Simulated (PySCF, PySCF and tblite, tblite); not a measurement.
# C₇H₁₃N: a path driven as pyramidal inversion, and NMR exchange, part 2 of 2

PySCF and tblite. Atoms count from 0.

## 9. Kinetics and line shapes

What the job is given:

```
{"job": {"smiles": "C=C1CCN(C)CC1", "charge": 0, "mult": 1, "motion": "inversion", "what": "nitrogen in a ring", "atoms": [4], "drives": [{"terms": [["t", [6, 3, 5, 4], 0.3333333333333333], ["t", [3, 5, 6, 4], 0.3333333333333333], ["t", [5, 6, 3, 4], 0.3333333333333333]], "neg": true, "n": 8}], "study": "path", "level": {"kind": "nmr", "xc": "PBE0", "basis": "pcSseg-1"}, "fields": [90, 250, 270], "first": 5, "seed": 6, "kind": "path"}, "charge": 0, "multiplicity": 1}
C      2.666370    -0.578506    -0.111679
C      1.396836    -0.251135    -0.291061
C      0.325245    -1.244532    -0.623760
C     -0.774916    -1.173902     0.456611
N     -1.314196     0.154166     0.650081
C     -2.206359     0.589436    -0.401375
C     -0.260881     1.095731     0.959937
C      0.864530     1.136088    -0.095762
H      3.015031    -1.590182    -0.234601
H      3.410170     0.154379     0.152532
H     -0.114865    -1.004387    -1.595633
H      0.729611    -2.255932    -0.672511
H     -0.347754    -1.496145     1.411837
H     -1.594317    -1.850556     0.203088
H     -1.729816     0.699296    -1.386132
H     -2.634282     1.551226    -0.119815
H     -3.016654    -0.133414    -0.492767
H     -0.702261     2.088288     1.076593
H      0.172015     0.798330     1.920636
H      1.652038     1.815871     0.230742
H      0.455535     1.512823    -1.037432
```

What it wrote:

```text
stationary points (kcal/mol above the start)
  n  kind          group   xTB      DFT    lowest mode
  0  minimum      Cs       0.00     0.00      96.3
  1  saddle       C1       6.09     4.77    -226.1
  2  minimum      Cs       0.06    -2.43      87.7

GFN2-xTB energies: T/K, barrier G, reaction G (kcal/mol), k forward, k back (1/s)
 150.00     4.85    -0.26   5.44e+05   2.25e+05
 200.00     4.82    -0.28   4.46e+07   2.22e+07
 250.00     4.82    -0.29   6.39e+08   3.54e+08
 298.15     4.83    -0.31   3.59e+09   2.13e+09
 350.00     4.86    -0.33   1.35e+10   8.44e+09
 400.00     4.90    -0.34   3.51e+10   2.27e+10
 500.00     5.03    -0.37   1.32e+11   9.07e+10

PBE0/pcSseg-1 + D3(BJ) energies: T/K, barrier G, reaction G (kcal/mol), k forward, k back (1/s)
 150.00     3.53    -2.76   4.45e+07   4.28e+03
 200.00     3.51    -2.77   1.21e+09   1.14e+06
 250.00     3.51    -2.79   8.98e+09   3.29e+07
 298.15     3.52    -2.80   3.29e+10    2.9e+08
 350.00     3.54    -2.82   8.94e+10   1.55e+09
 400.00     3.59    -2.84   1.83e+11   5.15e+09
 500.00     3.71    -2.87   4.96e+11   2.77e+10
```

It took 2 min on 1 thread of Arm Neoverse V1, shared host; peak memory 0.93 GiB. This counts the whole study up to here.

Barriers by level (kcal/mol; entropies in cal/(mol K)). Zero-point and thermal terms come from xTB in every row. ΔG‡ leaves symmetry out; the rate counts equivalent paths (a factor of 2); effective ΔG‡, where given, is the barrier that would give that rate by Eyring's equation alone:

| level | ΔE‡ | with zero-point | ΔH‡ | ΔS‡ | ΔG‡ (298 K) | ΔE of reaction | k at 298 K (1/s) | effective ΔG‡ |
| --- | --- | --- | --- | --- | --- | --- | --- | --- |
| GFN2-xTB | 6.09 | 4.97 | 4.93 | 0.4 | 4.83 | 0.06 | 3.6e+09 | 4.42 |
| PBE0/pcSseg-1 + D3(BJ) | 4.77 | 3.65 | 3.62 | 0.4 | 3.52 | -2.43 | 3.3e+10 | 3.11 |

Sites that the driver pairs across this motion, and where their lines would merge (no couplings; faster rotations or exchange between molecules can average them sooner):

| nucleus | sites: shielding (ppm) | proton frequency (MHz) | spread (Hz) | coalescence (K) | lines at 298 K |
| --- | --- | --- | --- | --- | --- |
| 15N | N4: 227.2; N4 (end): 208.2 | 270 | 521 | not given | – |
| 13C | C2, C7: 154.4; C2, C7 (end): 147.2 | 270 | 494 | not given | – |
| 13C | C5: 145.8; C5 (end): 138.7 | 270 | 478 | not given | – |
| 1H | H12, H18: 28.79; H12, H18 (end): 29.93 | 270 | 310 | not given | – |
| 13C | C3, C6: 127.9; C3, C6 (end): 126.0 | 270 | 132 | not given | – |
| 13C | C0: 75.7; C0 (end): 73.8 | 270 | 127 | not given | – |
| 1H | H11, H19: 30.10; H11, H19 (end): 29.64 | 270 | 123 | not given | – |
| 1H | H14, H15, H16: 29.11; H14, H15, H16 (end): 29.42 | 270 | 83 | not given | – |

A dash: the driver gave no coalescence for this row (it judged the minor form too scarce).

Rows that set an atom against itself at the end compare its shielding in the two forms.

## 10. Shieldings, start: PBE0/6-31++G**

What the job is given:

```
{"job": {"kind": "nmr", "xc": "PBE0", "basis": "6-31++G**", "pop": false}, "charge": 0, "multiplicity": 1}
C      2.666370    -0.578506    -0.111679
C      1.396836    -0.251135    -0.291061
C      0.325245    -1.244532    -0.623760
C     -0.774916    -1.173902     0.456611
N     -1.314196     0.154166     0.650081
C     -2.206359     0.589436    -0.401375
C     -0.260881     1.095731     0.959937
C      0.864530     1.136088    -0.095762
H      3.015031    -1.590182    -0.234601
H      3.410170     0.154379     0.152532
H     -0.114865    -1.004387    -1.595633
H      0.729611    -2.255932    -0.672511
H     -0.347754    -1.496145     1.411837
H     -1.594317    -1.850556     0.203088
H     -1.729816     0.699296    -1.386132
H     -2.634282     1.551226    -0.119815
H     -3.016654    -0.133414    -0.492767
H     -0.702261     2.088288     1.076593
H      0.172015     0.798330     1.920636
H      1.652038     1.815871     0.230742
H      0.455535     1.512823    -1.037432
```

What it wrote:

```text
coarse grid: 16728 points
cycle   1  E = -328.9327611230  dE =  1.001e+00  |g| = 4.154e-01  |ddm| = 5.433e+00
cycle   2  E = -328.9330529261  dE = -2.918e-04  |g| = 4.275e-01  |ddm| = 4.148e+00
cycle   3  E = -328.9832108640  dE = -5.016e-02  |g| = 5.746e-02  |ddm| = 2.815e+00
cycle   4  E = -328.9837475302  dE = -5.367e-04  |g| = 2.822e-02  |ddm| = 3.251e-01
cycle   5  E = -328.9839120960  dE = -1.646e-04  |g| = 8.895e-03  |ddm| = 1.079e-01
cycle   6  E = -328.9839311932  dE = -1.910e-05  |g| = 2.429e-03  |ddm| = 2.530e-02
cycle   7  E = -328.9839325827  dE = -1.389e-06  |g| = 4.627e-04  |ddm| = 7.880e-03
final grid: 159288 points
cycle   8  E = -328.9165579733  dE = -7.949e-05  |g| = 1.045e-02  |ddm| = 2.209e-01
cycle   9  E = -328.9165449111  dE =  1.306e-05  |g| = 1.272e-02  |ddm| = 8.268e-02
cycle  10  E = -328.9165872492  dE = -4.234e-05  |g| = 2.148e-03  |ddm| = 5.542e-02
cycle  11  E = -328.9165883525  dE = -1.103e-06  |g| = 4.220e-04  |ddm| = 9.105e-03
cycle  12  E = -328.9165883966  dE = -4.412e-08  |g| = 9.208e-05  |ddm| = 1.429e-03
cycle  13  E = -328.9165883981  dE = -1.522e-09  |g| = 4.909e-05  |ddm| = 4.162e-04
cycle  14  E = -328.9165883987  dE = -5.339e-10  |g| = 6.391e-06  |ddm| = 1.535e-04
converged SCF energy = -328.9165883987

GIAO shielding tensors (ppm)
atom      isotropic    diamagn.    paramagn.     s11        s22        s33       span
  0 C       96.484     251.246    -154.762      9.915    123.555    155.980    146.065
  1 C       50.454     272.357    -221.903    -60.869     36.775    175.455    236.325
  2 C      166.652     240.037     -73.385    154.327    156.840    188.789     34.462
  3 C      140.840     251.622    -110.782    121.047    133.958    167.513     46.466
  4 N      235.121     328.775     -93.655    208.699    242.746    253.917     45.218
  5 C      158.305     246.348     -88.042    129.656    148.410    196.850     67.194
  6 C      140.830     251.630    -110.799    121.043    133.932    167.515     46.472
  7 C      166.634     240.020     -73.386    154.313    156.830    188.760     34.448
  8 H       26.944      29.092      -2.149     24.148     25.412     31.271      7.123
  9 H       26.944      29.093      -2.149     24.148     25.412     31.271      7.123
 10 H       29.129      28.410       0.719     25.342     28.665     33.381      8.040
 11 H       30.091      30.487      -0.396     25.904     28.963     35.406      9.502
 12 H       28.748      32.300      -3.552     23.648     28.251     34.347     10.700
 13 H       28.704      33.204      -4.500     23.846     28.174     34.092     10.246
 14 H       28.548      29.589      -1.042     24.305     27.351     33.986      9.681
 15 H       29.384      30.565      -1.181     25.362     26.837     35.955     10.593
 16 H       29.384      30.564      -1.181     25.360     26.834     35.957     10.597
 17 H       28.704      33.205      -4.502     23.845     28.174     34.091     10.246
 18 H       28.748      32.301      -3.552     23.647     28.251     34.346     10.699
 19 H       30.090      30.486      -0.396     25.904     28.963     35.404      9.500
 20 H       29.130      28.405       0.724     25.343     28.664     33.381      8.038
```

It took 34 s on 1 thread of Arm Neoverse V1, shared host; peak memory 0.99 GiB.

In short: HOMO -5.80 eV, LUMO -0.13 eV; dipole 0.74 D.

## 11. Single-point energy, saddle of leg 1: PBE0/6-31++G**

What the job is given:

```
{"job": {"kind": "sp", "xc": "PBE0", "basis": "6-31++G**", "pop": false}, "charge": 0, "multiplicity": 1}
C      2.740514    -0.651614     0.137157
C      1.531926    -0.276713    -0.250181
C      0.494531    -1.232110    -0.757652
C     -0.745548    -1.145641     0.158268
N     -1.198013     0.207289     0.258181
C     -2.520093     0.580399    -0.135130
C     -0.231477     1.132523     0.757612
C      1.028359     1.130384    -0.136473
H      3.067152    -1.675880     0.070033
H      3.457733     0.052637     0.524406
H      0.197720    -0.947692    -1.770345
H      0.877321    -2.252878    -0.778093
H     -0.467393    -1.534663     1.152147
H     -1.549902    -1.767593    -0.237945
H     -2.779041     0.143012    -1.105872
H     -2.582449     1.663688    -0.227712
H     -3.280419     0.257800     0.594029
H     -0.664630     2.133621     0.791840
H      0.075115     0.856459     1.781055
H      1.789987     1.786886     0.285307
H      0.751549     1.502683    -1.126004
```

What it wrote:

```text
coarse grid: 16728 points
cycle   1  E = -328.9262736852  dE =  1.033e+00  |g| = 4.143e-01  |ddm| = 5.442e+00
cycle   2  E = -328.9194373301  dE =  6.836e-03  |g| = 4.589e-01  |ddm| = 3.836e+00
cycle   3  E = -328.9763851816  dE = -5.695e-02  |g| = 6.364e-02  |ddm| = 2.934e+00
cycle   4  E = -328.9769977776  dE = -6.126e-04  |g| = 3.413e-02  |ddm| = 3.224e-01
cycle   5  E = -328.9772598831  dE = -2.621e-04  |g| = 7.780e-03  |ddm| = 1.152e-01
cycle   6  E = -328.9772741959  dE = -1.431e-05  |g| = 3.007e-03  |ddm| = 2.154e-02
cycle   7  E = -328.9772762834  dE = -2.088e-06  |g| = 4.135e-04  |ddm| = 1.002e-02
final grid: 159288 points
cycle   8  E = -328.9083059563  dE = -5.643e-05  |g| = 9.540e-03  |ddm| = 1.922e-01
cycle   9  E = -328.9082943751  dE =  1.158e-05  |g| = 1.172e-02  |ddm| = 7.502e-02
cycle  10  E = -328.9083305268  dE = -3.615e-05  |g| = 2.004e-03  |ddm| = 5.313e-02
cycle  11  E = -328.9083314792  dE = -9.524e-07  |g| = 3.010e-04  |ddm| = 6.645e-03
cycle  12  E = -328.9083315002  dE = -2.100e-08  |g| = 1.055e-04  |ddm| = 1.074e-03
cycle  13  E = -328.9083315025  dE = -2.291e-09  |g| = 4.096e-05  |ddm| = 3.683e-04
cycle  14  E = -328.9083315029  dE = -3.724e-10  |g| = 5.992e-06  |ddm| = 1.532e-04
converged SCF energy = -328.9083315029
```

Wall time 17 s (1 thread of Arm Neoverse V1, shared host); peak memory 0.8 GiB.

This run: HOMO -5.32 eV, LUMO -0.13 eV; dipole 1.02 D.

## 12. Shieldings, end: PBE0/6-31++G**

What the job is given:

```
{"job": {"kind": "nmr", "xc": "PBE0", "basis": "6-31++G**", "pop": false}, "charge": 0, "multiplicity": 1}
C      2.695488    -0.745943     0.363207
C      1.575725    -0.316776    -0.192514
C      0.575634    -1.213442    -0.856964
C     -0.790914    -1.028132    -0.192687
N     -1.196058     0.362870    -0.263816
C     -2.553546     0.551750     0.195433
C     -0.261308     1.202779     0.460595
C      1.128957     1.113515    -0.173462
H      2.977953    -1.785294     0.345003
H      3.383678    -0.073937     0.848183
H      0.486342    -0.935845    -1.909963
H      0.880245    -2.258696    -0.793717
H     -0.736510    -1.380877     0.855019
H     -1.538764    -1.630920    -0.714816
H     -3.223731    -0.057583    -0.409745
H     -2.829672     1.598267     0.071931
H     -2.689496     0.276324     1.254197
H     -0.620742     2.234299     0.415370
H     -0.195098     0.908791     1.525622
H      1.830156     1.738116     0.381102
H      1.063161     1.483724    -1.199349
```

What it wrote:

```text
coarse grid: 16728 points
cycle   1  E = -328.9402770259  dE =  1.003e+00  |g| = 4.089e-01  |ddm| = 5.481e+00
cycle   2  E = -328.9379818678  dE =  2.295e-03  |g| = 4.336e-01  |ddm| = 3.351e+00
cycle   3  E = -328.9891611074  dE = -5.118e-02  |g| = 6.727e-02  |ddm| = 2.423e+00
cycle   4  E = -328.9898787879  dE = -7.177e-04  |g| = 3.424e-02  |ddm| = 2.845e-01
cycle   5  E = -328.9901382973  dE = -2.595e-04  |g| = 7.809e-03  |ddm| = 1.042e-01
cycle   6  E = -328.9901520946  dE = -1.380e-05  |g| = 3.200e-03  |ddm| = 2.641e-02
cycle   7  E = -328.9901545211  dE = -2.426e-06  |g| = 5.071e-04  |ddm| = 1.247e-02
final grid: 159288 points
cycle   8  E = -328.9211955245  dE = -5.494e-05  |g| = 9.863e-03  |ddm| = 3.106e-01
cycle   9  E = -328.9211824247  dE =  1.310e-05  |g| = 1.223e-02  |ddm| = 7.195e-02
cycle  10  E = -328.9212217517  dE = -3.933e-05  |g| = 2.128e-03  |ddm| = 5.416e-02
cycle  11  E = -328.9212228435  dE = -1.092e-06  |g| = 2.592e-04  |ddm| = 5.832e-03
cycle  12  E = -328.9212228587  dE = -1.512e-08  |g| = 1.002e-04  |ddm| = 1.065e-03
cycle  13  E = -328.9212228608  dE = -2.132e-09  |g| = 3.711e-05  |ddm| = 4.090e-04
cycle  14  E = -328.9212228611  dE = -3.054e-10  |g| = 7.596e-06  |ddm| = 2.011e-04
converged SCF energy = -328.9212228611

GIAO shielding tensors (ppm)
atom      isotropic    diamagn.    paramagn.     s11        s22        s33       span
  0 C       94.727     252.469    -157.742      8.397    118.548    157.235    148.838
  1 C       51.879     271.457    -219.578    -59.885     37.251    178.272    238.157
  2 C      159.728     238.084     -78.356    153.340    158.596    167.249     13.909
  3 C      139.222     252.942    -113.720    118.248    129.906    169.512     51.265
  4 N      218.501     316.372     -97.871    209.648    221.670    224.186     14.538
  5 C      151.681     243.114     -91.433    127.052    130.631    197.359     70.307
  6 C      139.209     252.934    -113.725    118.173    129.902    169.553     51.381
  7 C      159.740     238.073     -78.334    153.316    158.581    167.321     14.005
  8 H       26.926      29.962      -3.036     24.133     25.389     31.256      7.123
  9 H       26.926      29.963      -3.038     24.134     25.388     31.255      7.121
 10 H       29.281      28.669       0.612     26.183     27.248     34.413      8.230
 11 H       29.648      30.039      -0.390     25.596     28.448     34.902      9.306
 12 H       29.828      31.577      -1.750     25.696     29.605     34.182      8.487
 13 H       28.881      33.439      -4.558     24.218     28.462     33.963      9.745
 14 H       29.314      29.176       0.138     25.082     26.819     36.042     10.960
 15 H       29.312      29.181       0.131     25.079     26.817     36.041     10.961
 16 H       29.839      28.218       1.621     26.626     26.966     35.925      9.299
 17 H       28.880      33.438      -4.557     24.221     28.461     33.959      9.738
 18 H       29.827      31.577      -1.750     25.696     29.604     34.181      8.485
 19 H       29.649      30.038      -0.389     25.597     28.450     34.900      9.303
 20 H       29.281      28.669       0.612     26.177     27.251     34.415      8.238
```

Wall time 34 s (1 thread of Arm Neoverse V1, shared host); peak memory 0.98 GiB.

This run: HOMO -6.25 eV, LUMO -0.06 eV; dipole 0.67 D.

## 13. Second level: PBE0/6-31++G** + D3(BJ)

Changed since step 9:

```diff
@@ -1,2 +1,2 @@
-{"job": {"smiles": "C=C1CCN(C)CC1", "charge": 0, "mult": 1, "motion": "inversion", "what": "nitrogen in a ring", "atoms": [4], "drives": [{"terms": [["t", [6, 3, 5, 4], 0.3333333333333333], ["t", [3, 5, 6, 4], 0.3333333333333333], ["t", [5, 6, 3, 4], 0.3333333333333333]], "neg": true, "n": 8}], "study": "path", "level": {"kind": "nmr", "xc": "PBE0", "basis": "pcSseg-1"}, "fields": [90, 250, 270], "first": 5, "seed": 6, "kind": "path"}, "charge": 0, "multiplicity": 1}
+{"job": {"smiles": "C=C1CCN(C)CC1", "charge": 0, "mult": 1, "motion": "inversion", "what": "nitrogen in a ring", "atoms": [4], "drives": [{"terms": [["t", [6, 3, 5, 4], 0.3333333333333333], ["t", [3, 5, 6, 4], 0.3333333333333333], ["t", [5, 6, 3, 4], 0.3333333333333333]], "neg": true, "n": 8}], "study": "path", "level": {"kind": "nmr", "xc": "PBE0", "basis": "6-31++G**", "wide": true}, "fields": [90, 250, 270], "first": 5, "seed": 6, "kind": "pathvar"}, "charge": 0, "multiplicity": 1}
 C      2.666370    -0.578506    -0.111679
```

What it wrote:

```text
stationary points (kcal/mol above the start)
  n  kind          group   xTB      DFT    lowest mode
  0  minimum      Cs       0.00     0.00      96.3
  1  saddle       C1       6.09     5.58    -226.1
  2  minimum      Cs       0.06    -2.49      87.7

GFN2-xTB energies: T/K, barrier G, reaction G (kcal/mol), k forward, k back (1/s)
 150.00     4.85    -0.26   5.44e+05   2.25e+05
 200.00     4.82    -0.28   4.46e+07   2.22e+07
 250.00     4.82    -0.29   6.39e+08   3.54e+08
 298.15     4.83    -0.31   3.59e+09   2.13e+09
 350.00     4.86    -0.33   1.35e+10   8.44e+09
 400.00     4.90    -0.34   3.51e+10   2.27e+10
 500.00     5.03    -0.37   1.32e+11   9.07e+10

PBE0/pcSseg-1 + D3(BJ) energies: T/K, barrier G, reaction G (kcal/mol), k forward, k back (1/s)
 150.00     3.53    -2.76   4.45e+07   4.28e+03
 200.00     3.51    -2.77   1.21e+09   1.14e+06
 250.00     3.51    -2.79   8.98e+09   3.29e+07
 298.15     3.52    -2.80   3.29e+10    2.9e+08
 350.00     3.54    -2.82   8.94e+10   1.55e+09
 400.00     3.59    -2.84   1.83e+11   5.15e+09
 500.00     3.71    -2.87   4.96e+11   2.77e+10

PBE0/6-31++G** + D3(BJ) energies: T/K, barrier G, reaction G (kcal/mol), k forward, k back (1/s)
 150.00     4.34    -2.82   2.96e+06        232
 200.00     4.32    -2.83   1.59e+08   1.28e+05
 250.00     4.31    -2.85   1.77e+09   5.73e+06
 298.15     4.32    -2.86   8.42e+09   6.69e+07
 350.00     4.35    -2.88    2.8e+10   4.43e+08
 400.00     4.39    -2.90   6.63e+10   1.73e+09
 500.00     4.52    -2.93    2.2e+11   1.15e+10
```

Run time: 3.4 min. Hardware: 1 thread of Arm Neoverse V1, shared host; peak memory 0.99 GiB. This counts the runs that the step sums up.

Barriers by level (kcal/mol; entropies in cal/(mol K)). Zero-point and thermal terms come from xTB in every row. ΔG‡ leaves symmetry out; the rate counts equivalent paths (a factor of 2); effective ΔG‡, where given, is the barrier that would give that rate by Eyring's equation alone:

| level | ΔE‡ | with zero-point | ΔH‡ | ΔS‡ | ΔG‡ (298 K) | ΔE of reaction | k at 298 K (1/s) | effective ΔG‡ |
| --- | --- | --- | --- | --- | --- | --- | --- | --- |
| GFN2-xTB | 6.09 | 4.97 | 4.93 | 0.4 | 4.83 | 0.06 | 3.6e+09 | 4.42 |
| PBE0/pcSseg-1 + D3(BJ) | 4.77 | 3.65 | 3.62 | 0.4 | 3.52 | -2.43 | 3.3e+10 | 3.11 |
| PBE0/6-31++G** + D3(BJ) | 5.58 | 4.46 | 4.43 | 0.4 | 4.32 | -2.49 | 8.4e+09 | 3.91 |

## 14. Summary of results

What follows sums up all 2 parts.

| quantity | value |
| --- | --- |
| barrier (PBE0/pcSseg-1 + D3(BJ)) | ΔE‡ 4.8, ΔG‡(298 K) 3.5 kcal/mol |
| barrier (GFN2-xTB) | ΔE‡ 6.1 kcal/mol |
| rate at 298 K | 3.3e+10 s⁻¹ |
| end of the path | -2.4 kcal/mol from the start |

In words: DFT puts the top 4.8 kcal/mol above the start (xTB: 6.1); the rate from the DFT barrier is 3.3e+10 s⁻¹ at 298 K. An error of 1.4 kcal/mol changes that rate tenfold. PBE0/6-31++G** + D3(BJ) moves the barrier from 4.8 to 5.6 kcal/mol.
